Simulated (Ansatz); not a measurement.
**C₃H₅FOSi: one species, many methods**

How much do the methods differ for C₃H₅FOSi? The plan is to run it at one geometry with functionals of several rungs and with coupled cluster. The yardstick is the atomisation energy at the CCSD(T) limit.

The runs use Ansatz 0.2.0, Gaussian basis; functionals in def2-TZVPP, the program's frozen cores in correlated methods.

Plan: PBE-D4, r2SCAN-D4, PBE0-D4, B3LYP-D4, ωB97X-V, ωB97M-V, B2PLYP; CCSD(T)/def2-TZVPP; MP2/def2-QZVPP; extrapolation to the limit.

### Step 1. The relaxed structure

An earlier PBE0-D4 in a triple-zeta def2 set relaxation fixed the geometry.

11 atoms, charge 0, spin multiplicity 1.

Atoms are counted from 1 here; the program's logs count them from 0.

Bond lengths: C1–C2 1.513 Å, C1–H7 1.091 Å, C1–H8 1.092 Å, C1–H9 1.094 Å, C2–F3 1.365 Å, C2–Si4 1.935 Å, C2–C5 1.487 Å, Si4–C5 1.909 Å, Si4–H10 1.484 Å, Si4–H11 1.481 Å, C5–O6 1.191 Å. Angles: C2–C1–H7 110.0°, C2–C1–H8 111.7°, C2–C1–H9 109.2°, H7–C1–H8 108.5°, H7–C1–H9 109.4°, H8–C1–H9 107.9°, C1–C2–F3 111.5°, C1–C2–Si4 109.6°, C1–C2–C5 113.6°, F3–C2–Si4 129.4°, F3–C2–C5 119.3°, Si4–C2–C5 66.3°, C2–Si4–C5 45.5°, C2–Si4–H10 115.7°, C2–Si4–H11 120.4°, C5–Si4–H10 130.9°, C5–Si4–H11 113.1°, H10–Si4–H11 113.9° and more.

Geometry (Å):

```xyz
11
charge 0, multiplicity 1
C    -1.35885   -0.27418   -0.16156
C    -0.11801    0.13753    0.59905
F    -0.35380    0.20355    1.94155
Si    1.45476   -0.47986   -0.34359
C     0.64868    1.22766   -0.06003
O     0.85376    2.38840    0.11100
H    -1.67809   -1.26819    0.15425
H    -1.18490   -0.29219   -1.23982
H    -2.15783    0.44516    0.03844
H     1.21638   -1.50587   -1.38871
H     2.74331   -0.63901    0.36994
```

### Step 2. PBE-D4 (GGA)

The input, in.yaml:

```yaml
crystal:
  periodic: [false, false, false]
  atoms:
    - {symbol: C, position_ang: [-1.358853, -0.274178, -0.161562]}
    - {symbol: C, position_ang: [-0.118009, 0.137525, 0.599050]}
    - {symbol: F, position_ang: [-0.353803, 0.203554, 1.941546]}
    - {symbol: Si, position_ang: [1.454758, -0.479862, -0.343594]}
    - {symbol: C, position_ang: [0.648682, 1.227662, -0.060033]}
    - {symbol: O, position_ang: [0.853762, 2.388397, 0.110996]}
    - {symbol: H, position_ang: [-1.678090, -1.268187, 0.154251]}
    - {symbol: H, position_ang: [-1.184901, -0.292190, -1.239824]}
    - {symbol: H, position_ang: [-2.157830, 0.445159, 0.038443]}
    - {symbol: H, position_ang: [1.216379, -1.505867, -1.388714]}
    - {symbol: H, position_ang: [2.743308, -0.639013, 0.369942]}
basis:
  gaussian: {orbitals: def2-TZVPP}
hamiltonian: {xc: pbe, dispersion: d4}
output: {forces: true, orbitals: {seedname: orbitals}}
```

Launch:

```
$ ansatz run in.yaml --threads 4 --pin off --events-out ev --progress --plain --max-ram 10444MiB
```

After this run come: r2SCAN-D4 (meta-GGA); PBE0-D4 (hybrid); B3LYP-D4 (hybrid); ωB97X-V (range-separated); ωB97M-V (range-separated); B2PLYP (double hybrid); CCSD(T) in def2-TZVPP; MP2 in def2-QZVPP.

**Question.** What will the summary of the whole plan be? Wanted: atomisation energy, CCSD(T)/CBS; farthest; mean size of error, hybrid; mean size of error, range-separated; gap, smallest and largest; T1 diagnostic; triples share of the correlation energy.

**Answer**, as computed:

| quantity | value |
| --- | --- |
| atomisation energy, CCSD(T)/CBS | 4242.7 kJ/mol |
| functionals within 21.2 kJ/mol (0.5 %) | B3LYP-D4 |
| farthest | PBE-D4 (+174.7 kJ/mol) |
| mean size of error, hybrid | 24.1 kJ/mol |
| mean size of error, range-separated | 23.6 kJ/mol |
| gap, smallest and largest | 2.49 eV (PBE-D4), 9.34 eV (ωB97X-V) |
| T1 diagnostic | 0.0164 |
| triples share of the correlation energy | 4.2 % |

**Reading.** PBE-D4 misses by +174.7 kJ/mol. Double hybrids carry the basis error of their MP2 part in triple zeta, and no dispersion term here, so their miss is partly the set-up's. The reference freezes the cores and leaves out relativity and excitations past (T), so misses under about 21.2 kJ/mol can't be ranked. Hartree-Fock recovers 69 % of the binding; the rest is correlation. Orbital gaps span 2.5 to 9.3 eV; exact exchange widens them.
